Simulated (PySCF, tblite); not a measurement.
# C₇H₇O radical: geometry, infrared bands and EPR parameters

Aim: predict the infrared bands and EPR parameters of C₇H₇O radical (`OCc1cc[c]cc1`).

Computed with tblite 0.8.0 and PySCF 2.14.0, with density-fitted response routines of our own, on a single molecule in the gas phase. Atoms count from 0, in the outputs and in this text.

**1. The starting structure**

15 atoms, charge 0, multiplicity 2; geometry from: force field or distance geometry start.

Bonds of the start (Å): O0–C1 1.39, C1–C2 1.47, C2–C3 1.40, C3–C4 1.38, C4–C5 1.38, C5–C6 1.38, C6–C7 1.39, C7–C2 1.37, O0–H8 0.97, C1–H9 1.10, C1–H10 1.12, C3–H11 1.07, C4–H12 1.08, C6–H13 1.10, C7–H14 1.09.

**2. Geometry optimisation with GFN2-xTB**

The job: settings as JSON, then the geometry in Å.

```
{"job": {"kind": "relax", "xc": "GFN2-xTB", "basis": "xTB"}, "charge": 0, "multiplicity": 2}
O      2.577100     0.174800     0.664900
C      1.773500     0.125500    -0.462500
C      0.332000     0.019500    -0.194300
C     -0.417000     1.192400    -0.094600
C     -1.771600     1.079800     0.158800
C     -2.434000    -0.124200     0.281200
C     -1.673800    -1.273800     0.165600
C     -0.306700    -1.184100    -0.064900
H      2.177600    -0.108800     1.506600
H      1.939500     1.056800    -1.026500
H      2.025400    -0.724900    -1.141100
H      0.044000     2.155400    -0.179500
H     -2.372600     1.974200     0.252300
H     -2.161900    -2.249400     0.266600
H      0.264100    -2.105100    -0.154600
```

Started as:

```sh
OMP_NUM_THREADS=1 python probes_run.py task.json out
```

The driver reads the jobs from task.json and runs them one after another.

**Question.** This job is followed by: GFN2-xTB harmonic vibrations, gas phase; UKS B3LYP, pcH-1 on C H O, non-relativistic, mean-field spin-orbit, GIAO. Predict these results of the whole session: strongest single infrared mode (GFN2-xTB); zero-point energy (GFN2-xTB); g(iso) (B3LYP); ⟨S²⟩; largest a(iso) (averaged by class); potential on the surface of density 0.002 e/bohr³, 1st and 99th percentile.

The runs gave:

| quantity | value |
| --- | --- |
| strongest single infrared mode (GFN2-xTB) | 380 cm⁻¹, 105 km/mol |
| zero-point energy (GFN2-xTB) | 72.7 kcal/mol |
| g(iso) (B3LYP) | 2.00225 |
| ⟨S²⟩ | 0.757 (exact 0.75) |
| largest a(iso) (averaged by class) | 13C on C5, 403.5 MHz |
| potential on the surface of density 0.002 e/bohr³, 1st and 99th percentile | -1.59 V and 1.89 V |

What this shows: The optimisation took 53 steps and gained 0.303 eV; among the close pairs (by a distance rule), C1–C2 changed most, from 1.470 to 1.511 Å. The lowest mode is slightly imaginary (9i cm⁻¹), a soft motion within the noise of the Hessian, so the minimum is not strictly shown. The strongest single mode, at 380 cm⁻¹, is spread over many atoms; the largest shares are those of H8, C1. GFN2-xTB is a fitted tight-binding method: band positions and strengths are rough. Its intensities can rank the bands wrongly. Most of the unpaired spin sits on C5 (1.01 e). The isotropic g lies 0.1 ppt below the free-electron value. These values are for one conformer; the search (at its own cheap level) found 1 more, at 1.25 kcal/mol, and measured spectra average over such forms.
